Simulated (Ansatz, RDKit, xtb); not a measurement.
# Isomers of C3H5NOSi, a sample narrowed down, part 2 of 2

Which of a sample of isomers of C3H5NOSi is the most stable in the gas at 298.15 K, and what are its properties? The sample is small against all isomers, and the most stable one of this formula need not be in it.

xtb, Ansatz and PySCF; isolated molecules. Earlier steps stand in the parts before.

### Step 6. The relaxed candidates

```
label     spin  r2SCAN-D4/def2-SVP (kcal/mol)  B3LYP/def2-SVP, relaxed (kcal/mol)     time
c489a  singlet                            0.0                                 0.0     85 s
c587a  singlet                            1.2                                 0.5  1.7 min
c380a  singlet                            1.7                                 1.2     98 s
```

c489a: Bond lengths: C1–C2 1.453 Å, C2–C3 1.489 Å, C1–N4 1.160 Å, C2–O5 1.444 Å, C3–O5 1.409 Å, C2–Si6 1.914 Å, Si6–H7 1.489 Å, Si6–H8 1.488 Å, Si6–H9 1.486 Å, C3–H10 1.097 Å, C3–H11 1.098 Å. Some angles: C1–C2–C3 118.1°, C1–C2–O5 115.1°, C1–C2–Si6 117.1°, C3–C2–O5 57.4°, C3–C2–Si6 120.7°, O5–C2–Si6 113.8°, C2–C1–N4 176.8°, C2–C3–O5 59.7°, C2–O5–C3 62.9°, C2–C3–H10 118.6°.

c587a: Bond lengths: C1–C2 1.455 Å, C2–C3 1.488 Å, C1–N4 1.159 Å, C2–O5 1.413 Å, C3–O5 1.438 Å, C3–Si6 1.901 Å, C2–H7 1.099 Å, C3–H8 1.101 Å, Si6–H9 1.488 Å, Si6–H10 1.489 Å, Si6–H11 1.490 Å. Some angles: C1–C2–C3 120.3°, C1–C2–O5 116.9°, C3–C2–O5 59.3°, C2–C1–N4 178.9°, C2–C3–O5 57.7°, C2–C3–Si6 121.6°, O5–C3–Si6 116.0°, C2–O5–C3 62.9°, C1–C2–H7 113.8°, C3–C2–H7 119.7°.

c380a: Bond lengths: C1–C2 1.455 Å, C2–C3 1.489 Å, C1–N4 1.159 Å, C2–O5 1.412 Å, C3–O5 1.438 Å, C3–Si6 1.904 Å, C2–H7 1.099 Å, C3–H8 1.102 Å, Si6–H9 1.489 Å, Si6–H10 1.491 Å, Si6–H11 1.485 Å. Some angles: C1–C2–C3 122.4°, C1–C2–O5 117.7°, C3–C2–O5 59.4°, C2–C1–N4 178.2°, C2–C3–O5 57.7°, C2–C3–Si6 125.3°, O5–C3–Si6 116.9°, C2–O5–C3 63.0°, C1–C2–H7 113.2°, C3–C2–H7 118.2°.

### Step 7. Vibrations and thermal terms

The lowest few in one piece go on as finalists. In this search the thermal terms come from GFN2-xTB at its own nearest minimum. The first, c489a:

Contents of start.xyz:

```xyz
11
c489a
C     -0.417878    -0.063863     1.959255
C     -0.296936    -0.909564     0.783556
C     -0.129201    -0.249807    -0.540832
N     -0.548796     0.563528     2.926173
O      0.975804    -0.838142     0.104692
Si    -1.008460    -2.681945     0.908869
H     -2.435899    -2.618744     1.326148
H     -0.884103    -3.285617    -0.445116
H     -0.211112    -3.446261     1.903720
H     -0.129614     0.846791    -0.584760
H     -0.497335    -0.762025    -1.439943
```

On the command line:

```
xtb start.xyz --gfn 2 --ohess tight
```

Standard output:

```text
* xtb version 6.7.1
   ID    Z sym.   atoms
    1    6 C      1-3
    2    7 N      4
    3    8 O      5
    4   14 Si     6
    5    1 H      7-11

           -------------------------------------------------
          |                Calculation Setup                |
           -------------------------------------------------

          program call               : xtb start.xyz --gfn 2 --ohess tight
          coordinate file            : start.xyz
          omp threads                :                     2

           -------------------------------------------------
          |                 G F N 2 - x T B                 |
           -------------------------------------------------

      * Hamiltonian:
        H0-scaling (s, p, d)           1.850000    2.230000    2.230000
        zeta-weighting                 0.500000
      * Dispersion:
        s8                             2.700000
        a1                             0.520000
        a2                             5.000000
        s9                             5.000000
      * Repulsion:
        kExp                           1.500000    1.000000
        rExp                           1.000000
      * Coulomb:
        alpha                          2.000000
        third order                    shell-resolved
        anisotropic                    true
        a3                             3.000000
        a5                             4.000000
        cn-shift                       1.200000
        cn-exp                         4.000000
        max-rad                        5.000000

          ...................................................
          :                      SETUP                      :
          :.................................................:
          :  # basis functions                  35          :
          :  # atomic orbitals                  34          :
          :  # shells                           18          :
          :  # electrons                        32          :
          :  max. iterations                   250          :
          :  Hamiltonian                  GFN2-xTB          :
          :  restarted?                      false          :
          :  GBSA solvation                  false          :
          :  PC potential                    false          :
          :  electronic temp.          300.0000000     K    :
          :  accuracy                    1.0000000          :
          :  -> integral cutoff          0.2500000E+02      :
          :  -> integral neglect         0.1000000E-07      :
          :  -> SCF convergence          0.1000000E-05 Eh   :
          :  -> wf. convergence          0.1000000E-03 e    :
          :  Broyden damping             0.4000000          :
          :  net charge                          0          :
          :  unpaired electrons                  0          :
          ...................................................

[... 7 lines left out ...]
   *** convergence criteria satisfied after 13 iterations ***
[... 28 lines left out ...]
         :: total energy             -17.610892091079 Eh    ::
[... 39 lines left out ...]
          :   energy convergence         0.1000000E-05 Eh   :
          :   grad. convergence          0.8000000E-03 Eh/α :
[... 26 lines left out ...]
 * total energy  :   -17.6108921 Eh     change       -0.1541238E-09 Eh
[... 16 lines left out ...]
 * total energy  :   -17.6138270 Eh     change       -0.2934900E-02 Eh
[... 16 lines left out ...]
 * total energy  :   -17.6141137 Eh     change       -0.2867428E-03 Eh
[... 16 lines left out ...]
 * total energy  :   -17.6141074 Eh     change        0.6366609E-05 Eh
[... 18 lines left out ...]
 * total energy  :   -17.6141492 Eh     change       -0.4186961E-04 Eh
[... 18 lines left out ...]
 * total energy  :   -17.6141518 Eh     change       -0.2609214E-05 Eh
[... 17 lines left out ...]
 * total energy  :   -17.6141530 Eh     change       -0.1171390E-05 Eh
[... 16 lines left out ...]
 * total energy  :   -17.6141541 Eh     change       -0.1121110E-05 Eh
[... 16 lines left out ...]
 * total energy  :   -17.6141548 Eh     change       -0.6307281E-06 Eh
[... 4 lines left out ...]
   *** GEOMETRY OPTIMIZATION CONVERGED AFTER 9 ITERATIONS ***
[... 2 lines left out ...]
 total energy gain   :        -0.0032627 Eh       -2.0474 kcal/mol
[... 15 lines left out ...]
 final structure:
[... 39 lines left out ...]
          |                Final Singlepoint                |
[... 18 lines left out ...]
          :  -> SCF convergence          0.1000000E-05 Eh   :
          :  -> wf. convergence          0.1000000E-03 e    :
[... 10 lines left out ...]
   *** convergence criteria satisfied after 3 iterations ***
[... 28 lines left out ...]
         :: total energy             -17.614154769606 Eh    ::
[... 89 lines left out ...]
molecular dipole:
[... 82 lines left out ...]
          ...................................................
          :                      SETUP                      :
          :.................................................:
          :  # frequencies                          27      :
          :  # imaginary freq.                       0      :
          :  linear?                             false      :
          :  only rotor calc.                    false      :
          :  symmetry                               c1      :
          :  rotational number                       1      :
          :  scaling factor                  1.0000000      :
          :  rotor cutoff                   50.0000000 cm⁻¹ :
          :  imag. cutoff                  -20.0000000 cm⁻¹ :
          :.................................................:

    mode    ω/cm⁻¹     T·S(HO)/kcal·mol⁻¹    T·S(FR)/kcal·mol⁻¹   T·S(vib)
   ------------------------------------------------------------------------
       1     81.01    -1.15275 ( 87.32%)    -0.91331 ( 12.68%)    -1.12240
       2    124.55    -0.90297 ( 97.47%)    -0.78598 (  2.53%)    -0.90000
       3    194.36    -0.65172 ( 99.56%)    -0.65422 (  0.44%)    -0.65173
       4    220.92    -0.58185 ( 99.74%)    -0.61629 (  0.26%)    -0.58194
       5    253.14    -0.50942 ( 99.85%)    -0.57597 (  0.15%)    -0.50952
   ------------------------------------------------------------------------

   temp. (K)  partition function   enthalpy   heat capacity  entropy
                                   cal/mol     cal/K/mol   cal/K/mol   J/K/mol
 298.15  VIB   40.5                 2831.800     19.429     16.743
         ROT  0.205E+06              888.752      2.981     27.287
         INT  0.831E+07             3720.553     22.410     44.030
         TR   0.955E+27             1481.254      4.968     39.675
         TOT                        5201.8068    27.3783    83.7048   350.2207

       T/K    H(0)-H(T)+PV         H(T)/Eh          T*S/Eh         G(T)/Eh
   ------------------------------------------------------------------------
    298.15    0.828961E-02    0.772261E-01    0.397708E-01    0.374553E-01
   ------------------------------------------------------------------------

         :::::::::::::::::::::::::::::::::::::::::::::::::::::
         ::                  THERMODYNAMIC                  ::
         :::::::::::::::::::::::::::::::::::::::::::::::::::::
         :: total free energy         -17.576699496672 Eh   ::
         ::.................................................::
         :: total energy              -17.614154769602 Eh   ::
         :: zero point energy           0.068936495799 Eh   ::
         :: G(RRHO) w/o ZPVE           -0.031481222869 Eh   ::
         :: G(RRHO) contrib.            0.037455272930 Eh   ::
         :::::::::::::::::::::::::::::::::::::::::::::::::::::

optimized geometry written to: xtbopt.xyz

           -------------------------------------------------
          | TOTAL ENERGY              -17.614154769602 Eh   |
          | TOTAL ENTHALPY            -17.536928667090 Eh   |
          | TOTAL FREE ENERGY         -17.576699496672 Eh   |
          | GRADIENT NORM               0.000275646221 Eh/α |
          | HOMO-LUMO GAP               4.870333080260 eV   |
           -------------------------------------------------

------------------------------------------------------------------------
------------------------------------------------------------------------
 total:
 * wall-time:     0 d,  0 h,  0 min,  1.197 sec
 *  cpu-time:     0 d,  0 h,  0 min,  1.611 sec
 * ratio c/w:     1.346 speedup
 SCF:
 * wall-time:     0 d,  0 h,  0 min,  0.226 sec
 *  cpu-time:     0 d,  0 h,  0 min,  0.214 sec
 * ratio c/w:     0.947 speedup
 ANC optimizer:
 * wall-time:     0 d,  0 h,  0 min,  0.353 sec
 *  cpu-time:     0 d,  0 h,  0 min,  0.422 sec
 * ratio c/w:     1.194 speedup
 analytical hessian:
 * wall-time:     0 d,  0 h,  0 min,  0.553 sec
 *  cpu-time:     0 d,  0 h,  0 min,  0.917 sec
 * ratio c/w:     1.658 speedup
```

Run time: 1.3 s. Hardware: 2 threads of Intel Xeon at 2.50GHz (Skylake/Cascade Lake), shared host; peak memory 0.11 GiB.

### Step 8. Thermal terms of the finalists

As xtb prints them, at 298.15 K, with its own treatment of low modes:

```
label                    SMILES     spin  lowest mode (cm⁻¹)  zero-point (kcal/mol)  G − E (kcal/mol)
c489a      N#C[C@@]1([SiH3])CO1  singlet                  81                   43.3              23.5
c587a   N#C[C@@H]1O[C@H]1[SiH3]  singlet                  77                   43.2              23.4
c380a  N#C[C@@H]1O[C@@H]1[SiH3]  singlet                  67                   43.2              23.4
```

### Step 9. The final energy

Single points at CCSD(T)/def2-SVP + MP2/def2-TZVPP - MP2/def2-SVP on the refined geometries decide the order.

c489a, CCSD(T)/def2-SVP:

Contents of input.yaml:

```yaml
crystal:
  periodic: [false, false, false]
  atoms:
    - {symbol: C, position_ang: [-0.417878, -0.063863, 1.959255]}
    - {symbol: C, position_ang: [-0.296936, -0.909564, 0.783556]}
    - {symbol: C, position_ang: [-0.129201, -0.249807, -0.540832]}
    - {symbol: "N", position_ang: [-0.548796, 0.563528, 2.926173]}
    - {symbol: O, position_ang: [0.975804, -0.838142, 0.104692]}
    - {symbol: Si, position_ang: [-1.008460, -2.681945, 0.908869]}
    - {symbol: H, position_ang: [-2.435899, -2.618744, 1.326148]}
    - {symbol: H, position_ang: [-0.884103, -3.285617, -0.445116]}
    - {symbol: H, position_ang: [-0.211112, -3.446261, 1.903720]}
    - {symbol: H, position_ang: [-0.129614, 0.846791, -0.584760]}
    - {symbol: H, position_ang: [-0.497335, -0.762025, -1.439943]}
basis:
  gaussian:
    orbitals: def2-SVP
correlation:
  method: ccsd_t
  frozen_orbitals: {C: 1, H: 0, O: 1, Si: 5, "N": 1}
```

On the command line:

```
ansatz run input.yaml --threads 2 --pin off --max-ram 5220MiB --events-out events.jsonl --progress --plain --runs-dir runs
```

Standard output:

```text
Warning: RAYON_NUM_THREADS=2 ignored (pool sized by the plan → 2); use --threads N
Functional definition: HF
  name "HF"
  exchange = exact_x
  correlation = 0
1133 factors; integrals over basis functions are off by at most 1.2e-3 eV
mean field evaluation 1: about -14537.7654 eV, gradient 3.8e1 eV
mean field evaluation 2: about -14537.7737 eV, gradient 3.8e1 eV
mean field evaluation 4: about -14541.7287 eV, gradient 5.0e0 eV
mean field evaluation 8: about -14541.8272 eV, gradient 4.5e-1 eV
mean field evaluation 16: about -14541.7193 eV, gradient 5.0e0 eV
mean field -14541.82798360 eV, -534.4023215923 hartree, gradient 1.7e-6 eV, S^2 0.000000; 0 other end points of the search recorded, 0 dependent functions left out
10 core orbitals not correlated: weight in the atoms' cores, before any rotation towards them, 1.000 or more for the frozen orbitals, at most 0.000 for the correlated occupied ones
reference -14541.82798360 eV, -534.4023215923 hartree; 16, 16 occupied and 87, 87 virtual orbitals, 1133 factors
second order -22.58599123 eV of doubles, -0.00000000 eV of singles
cycle   1  -22.75921241 eV  change   -1.7e-1 eV  update   1.3e-1
cycle   2  -23.51023723 eV  change   -7.5e-1 eV  update   3.9e-2
cycle   3  -23.69383695 eV  change   -1.8e-1 eV  update   1.9e-2
cycle   4  -23.69251953 eV  change    1.3e-3 eV  update   5.2e-3
cycle   5  -23.69597592 eV  change   -3.5e-3 eV  update   2.2e-3
cycle   6  -23.69725015 eV  change   -1.3e-3 eV  update   5.9e-4
cycle   7  -23.69706725 eV  change    1.8e-4 eV  update   2.3e-4
cycle   8  -23.69705925 eV  change    8.0e-6 eV  update   6.4e-5
cycle   9  -23.69707795 eV  change   -1.9e-5 eV  update   2.3e-5
perturbative correction -0.88201510 eV, -0.0324134571 hartree
Total energy: -14566.40707665 eV, -535.3055866014 hartree
```

It took 30 s on 2 threads of Intel Xeon at 2.50GHz (Skylake/Cascade Lake), shared host; peak memory 0.59 GiB.

### Step 10. c489a at MP2/def2-TZVPP

input.yaml: that of step 9 with these lines changed.

```diff
@@ -1 +1,3 @@
+basis:
+  gaussian: {orbitals: def2-TZVPP}
 crystal:
@@ -14,7 +16,2 @@
     - {symbol: H, position_ang: [-0.497335, -0.762025, -1.439943]}
-basis:
-  gaussian:
-    orbitals: def2-SVP
-correlation:
-  method: ccsd_t
-  frozen_orbitals: {C: 1, H: 0, O: 1, Si: 5, "N": 1}
+correlation: {method: mp2, frozen_orbitals: {C: 1, H: 0, O: 1, Si: 5, "N": 1}}
```

On the command line:

```
ansatz run input.yaml --threads 2 --pin off --max-ram 5220MiB --events-out events.jsonl --progress --plain --runs-dir runs
```

Standard output:

```text
Warning: RAYON_NUM_THREADS=2 ignored (pool sized by the plan → 2); use --threads N
[... 4 set-up lines as earlier in the session ...]
1610 factors; integrals over basis functions are off by at most 1.1e-3 eV
mean field evaluation 1: about -14547.8097 eV, gradient 3.9e1 eV
mean field evaluation 2: about -14548.2286 eV, gradient 3.9e1 eV
mean field evaluation 4: about -14552.3216 eV, gradient 6.1e0 eV
mean field evaluation 8: about -14552.4542 eV, gradient 5.0e-1 eV
mean field -14552.45510416 eV, -534.7928610694 hartree, gradient 1.7e-6 eV, S^2 0.000000; 0 other end points of the search recorded, 0 dependent functions left out
10 core orbitals not correlated: weight in the atoms' cores, before any rotation towards them, 1.000 or more for the frozen orbitals, at most 0.000 for the correlated occupied ones
reference -14552.45510416 eV, -534.7928610694 hartree; 16, 16 occupied and 241, 241 virtual orbitals, 1610 factors
second order -27.76543811 eV of doubles, -0.00000000 eV of singles
Total energy: -14580.22054226 eV, -535.8132220998 hartree
```

Run time: 42 s. Hardware: 2 threads of Intel Xeon at 2.50GHz (Skylake/Cascade Lake), shared host; peak memory 0.7 GiB.

### Step 11. c587a at CCSD(T)/def2-SVP

Contents of input.yaml:

```yaml
crystal:
  periodic: [false, false, false]
  atoms:
    - {symbol: C, position_ang: [0.344532, 0.978791, 1.284004]}
    - {symbol: C, position_ang: [-0.497937, -0.206385, 1.249081]}
    - {symbol: C, position_ang: [-0.004464, -1.460595, 0.617832]}
    - {symbol: N, position_ang: [0.998628, 1.935086, 1.303947]}
    - {symbol: O, position_ang: [-0.094384, -1.302434, 2.043938]}
    - {symbol: Si, position_ang: [-1.195953, -2.721789, -0.158522]}
    - {symbol: H, position_ang: [-1.574200, 0.015219, 1.249652]}
    - {symbol: H, position_ang: [1.029350, -1.422032, 0.241848]}
    - {symbol: H, position_ang: [-0.756499, -4.094507, 0.212251]}
    - {symbol: H, position_ang: [-2.561626, -2.457543, 0.372577]}
    - {symbol: H, position_ang: [-1.178746, -2.569894, -1.641045]}
basis:
  gaussian:
    orbitals: def2-SVP
correlation:
  method: ccsd_t
  frozen_orbitals: {C: 1, H: 0, O: 1, Si: 5, "N": 1}
```

On the command line:

```
ansatz run input.yaml --threads 2 --pin off --max-ram 5220MiB --events-out events.jsonl --progress --plain --runs-dir runs
```

Standard output:

```text
Warning: RAYON_NUM_THREADS=2 ignored (pool sized by the plan → 2); use --threads N
[... 4 set-up lines as earlier in the session ...]
1131 factors; integrals over basis functions are off by at most 1.6e-3 eV
mean field evaluation 1: about -14537.8156 eV, gradient 3.8e1 eV
mean field evaluation 2: about -14537.8242 eV, gradient 3.8e1 eV
mean field evaluation 4: about -14541.7048 eV, gradient 4.9e0 eV
mean field evaluation 8: about -14541.8003 eV, gradient 4.5e-1 eV
mean field evaluation 16: about -14541.6954 eV, gradient 4.9e0 eV
mean field -14541.80106472 eV, -534.4013323416 hartree, gradient 2.7e-6 eV, S^2 0.000000; 0 other end points of the search recorded, 0 dependent functions left out
10 core orbitals not correlated: weight in the atoms' cores, before any rotation towards them, 1.000 or more for the frozen orbitals, at most 0.000 for the correlated occupied ones
reference -14541.80106472 eV, -534.4013323416 hartree; 16, 16 occupied and 87, 87 virtual orbitals, 1131 factors
second order -22.54315170 eV of doubles, -0.00000000 eV of singles
cycle   1  -22.74483035 eV  change   -2.0e-1 eV  update   1.3e-1
cycle   2  -23.49094255 eV  change   -7.5e-1 eV  update   3.9e-2
cycle   3  -23.67258141 eV  change   -1.8e-1 eV  update   1.9e-2
cycle   4  -23.67133692 eV  change    1.2e-3 eV  update   5.1e-3
cycle   5  -23.67500724 eV  change   -3.7e-3 eV  update   2.2e-3
cycle   6  -23.67633174 eV  change   -1.3e-3 eV  update   5.8e-4
cycle   7  -23.67616514 eV  change    1.7e-4 eV  update   2.3e-4
cycle   8  -23.67617316 eV  change   -8.0e-6 eV  update   6.3e-5
cycle   9  -23.67619269 eV  change   -2.0e-5 eV  update   2.3e-5
perturbative correction -0.87313771 eV, -0.0320872191 hartree
Total energy: -14566.35039512 eV, -535.3035035936 hartree
```

Run time: 55 s. Hardware: 2 threads of Intel Xeon at 2.50GHz (Skylake/Cascade Lake), shared host; peak memory 0.58 GiB.

### Step 12. The ranking

Energies in kcal/mol from c489a; G adds the thermal terms to the CCSD(T)/def2-SVP + MP2/def2-TZVPP - MP2/def2-SVP energy. The columns left of the relaxed level are at the tight-binding geometries.

```csv
label,SMILES,spin,GFN2-xTB,HF/STO-3G,r2SCAN-D4/def2-SVP,B3LYP/def2-SVP,HF/def2-SVP,MP2/def2-SVP,CCSD(T)/def2-SVP + MP2/def2-TZVPP - MP2/def2-SVP,G,share at equilibrium,T1
c489a,N#C[C@@]1([SiH3])CO1,singlet,0.0,0.0,0.0,0.0,0.0,0.0,0.0,0.0,80.1 %,0.013
c587a,N#C[C@@H]1O[C@H]1[SiH3],singlet,2.1,0.1,1.2,0.5,0.6,1.6,1.2,1.0,13.9 %,0.013
c380a,N#C[C@@H]1O[C@@H]1[SiH3],singlet,2.3,0.6,1.7,1.2,1.5,2.3,1.6,1.5,6.0 %,0.013
```

Lowest found: c489a, `N#C[C@@]1([SiH3])CO1`, a singlet. Bond lengths: C1–C2 1.453 Å, C2–C3 1.489 Å, C1–N4 1.160 Å, C2–O5 1.444 Å, C3–O5 1.409 Å, C2–Si6 1.914 Å, Si6–H7 1.489 Å, Si6–H8 1.488 Å, Si6–H9 1.486 Å, C3–H10 1.097 Å, C3–H11 1.098 Å. Some angles: C1–C2–C3 118.1°, C1–C2–O5 115.1°, C1–C2–Si6 117.1°, C3–C2–O5 57.4°, C3–C2–Si6 120.7°, O5–C2–Si6 113.8°, C2–C1–N4 176.8°, C2–C3–O5 59.7°, C2–O5–C3 62.9°, C2–C3–H10 118.6°.

```xyz
11

C    -0.4179   -0.0639    1.9593
C    -0.2969   -0.9096    0.7836
C    -0.1292   -0.2498   -0.5408
N    -0.5488    0.5635    2.9262
O     0.9758   -0.8381    0.1047
Si   -1.0085   -2.6819    0.9089
H    -2.4359   -2.6187    1.3261
H    -0.8841   -3.2856   -0.4451
H    -0.2111   -3.4463    1.9037
H    -0.1296    0.8468   -0.5848
H    -0.4973   -0.7620   -1.4399
```

### Step 13. Summary of results

The summary covers parts 1 to 2.

| quantity | value |
| --- | --- |
| lowest structure found | N#C[C@@]1([SiH3])CO1, singlet |
| next finalist | N#C[C@@H]1O[C@H]1[SiH3], singlet, 1.0 kcal/mol higher in G |
| share at equilibrium, among the finalists | 80.1 % |
| funnel | 3 starts, 3 minima at GFN2-xTB, 5 screening runs, 3 relaxed, 3 ranked |
| CPU time of all runs | 11 min |

In words: The search ends on `N#C[C@@]1([SiH3])CO1`. Its margin of 1.0 kcal/mol is inside the likely error of CCSD(T)/def2-SVP + MP2/def2-TZVPP - MP2/def2-SVP with harmonic terms (about 1.5 kcal/mol), so the order of the first two is not settled. GFN2-xTB, HF/STO-3G, r2SCAN-D4/def2-SVP, B3LYP/def2-SVP, HF/def2-SVP and MP2/def2-SVP already put its bonding pattern lowest among the structures in one piece. The largest share of the time went into the relaxations (54 %). Lowest found is not proven lowest: the search is finite, and each finalist counts with one conformer. Only 3 drawn patterns were tried, so whole families of isomers are missing, and the result ranks this sample alone.
